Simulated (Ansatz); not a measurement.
# HoC: the cost of one run

Method: DFT PBE+U (U_eff = 6 eV on Ho 4f), scalar-relativistic, plane waves, PAW, in Ansatz 0.2.0.

2 further runs of the same task are left out: 1 that didn't finish, 1 set aside as unsound or not needed. Runs told in other sessions of the task aren't counted.

## 1. The starting structure

It takes space group Pm-3m (No. 221, cubic). Conventional cell: a = 2.977 Å, b = 2.977 Å, c = 2.977 Å, α = 90.00°, β = 90.00°, γ = 90.00°. Around Ho (site symmetry m-3m) lie 8 C at 2.58 Å. C (site symmetry m-3m) is surrounded by 8 Ho at 2.58 Å.

Coordinates:

```cif
data_structure
_symmetry_space_group_name_H-M 'P 1'
_symmetry_Int_Tables_number 1
_cell_length_a 2.9774
_cell_length_b 2.9774
_cell_length_c 2.9774
_cell_angle_alpha 90.000
_cell_angle_beta 90.000
_cell_angle_gamma 90.000
_cell_volume 26.40
loop_
_atom_site_label
_atom_site_type_symbol
_atom_site_fract_x
_atom_site_fract_y
_atom_site_fract_z
_atom_site_occupancy
Ho1 Ho 0.00000 0.00000 0.00000 1
C1 C 0.50000 0.50000 0.50000 1
```

Starting moments: Ho 4.00 μB.

## 2. Seeding the open shells on a coarse mesh

Contents of input.yaml:

```yaml
crystal:
  lattice:
    - [2.9774311339, 0.0, 0.0]
    - [0.0, 2.9774311339, 0.0]
    - [0.0, 0.0, 2.9774311339]
  atoms:
    - { symbol: Ho, position: [0.0, 0.0, 0.0], spin: 4.0 }
    - { symbol: C, position: [0.5, 0.5, 0.5] }
basis:
  ecutwfc: 420
  ecutrho_ratio: 4
kpoints:
  mp_grid: { grid: [5, 5, 5] }
hamiltonian:
  xc: pbe
  hubbard: { sites: [{ species: Ho, l: f, u_eff: 6.0 }] }
scf:
  occupations: { method: gaussian, width: 0.05 }
output:
  forces: true
  stress: true
  eigenvalues: true
  populations: true
  hubbard: { sites: [{ species: Ho, l: f }] }
magnetization:
  spin_polarized: true
```

Command:

```bash
$ ansatz run input.yaml --threads 2 --pin off --max-ram 2662MiB --backend cpu --events-out ev --progress --plain --runs-dir out
```

What time and memory should one allow on 2 threads of Arm Neoverse V2, shared host?

About 4 s, with a peak of 0.33 GiB.
